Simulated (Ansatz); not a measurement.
# C2H7GaN: the cost of one run

Computed with Ansatz 0.2.0, Gaussian basis. Level: the settings change from run to run.

**1. The relaxed structure**

The structure was relaxed beforehand with PBE0-D4 in a triple-zeta def2 set.

SMILES `[CH2][N](C)[GaH2]`, 11 atoms, charge 0, spin multiplicity 2.

Atoms are counted from 1 here; the program's logs count them from 0.

Bond lengths: C1–N2 1.352 Å, C1–H5 1.081 Å, C1–H6 1.082 Å, N2–C3 1.452 Å, N2–Ga4 1.859 Å, C3–H7 1.096 Å, C3–H8 1.090 Å, C3–H9 1.096 Å, Ga4–H10 1.557 Å, Ga4–H11 1.556 Å. Angles: N2–C1–H5 119.4°, N2–C1–H6 120.0°, H5–C1–H6 120.6°, C1–N2–C3 115.4°, C1–N2–Ga4 124.6°, C3–N2–Ga4 120.0°, N2–C3–H7 110.8°, N2–C3–H8 110.3°, N2–C3–H9 110.8°, H7–C3–H8 108.4°, H7–C3–H9 108.0°, H8–C3–H9 108.4°, N2–Ga4–H10 113.7°, N2–Ga4–H11 115.2°, H10–Ga4–H11 131.0°.

**2. PBE-QIDH/def2-TZVPP**

This run has high accuracy.

in.yaml reads:

```yaml
crystal:
  periodic: [false, false, false]
  atoms:
    - {symbol: C, position_ang: [-0.195288, 1.465689, 0.327954]}
    - {symbol: N, position_ang: [-0.010524, 0.170435, -0.014384]}
    - {symbol: C, position_ang: [-0.193434, -0.789810, 1.059051]}
    - {symbol: Ga, position_ang: [0.448833, -0.416456, -1.717794]}
    - {symbol: H, position_ang: [-0.074924, 2.234931, -0.421291]}
    - {symbol: H, position_ang: [-0.464001, 1.723570, 1.344141]}
    - {symbol: H, position_ang: [-1.209298, -0.730163, 1.465313]}
    - {symbol: H, position_ang: [-0.028041, -1.803120, 0.692121]}
    - {symbol: H, position_ang: [0.510291, -0.598374, 1.876753]}
    - {symbol: H, position_ang: [0.597715, -1.962115, -1.828787]}
    - {symbol: H, position_ang: [0.618672, 0.705404, -2.783066]}
basis:
  gaussian: {orbitals: def2-TZVPP}
magnetization: {spin_polarized: true, initial_magnetization: 1}
hamiltonian: {xc: {name: PBE-QIDH}}
accuracy: high
output: {forces: true}
```

The run is started by

```
$ ansatz run in.yaml --threads 4 --pin off --events-out ev --progress --plain --max-ram 10444MiB
```

What time and memory should one allow on 4 threads of Intel Xeon 6975P-C, shared host?

About 50 s, with a peak of 2.2 GiB.
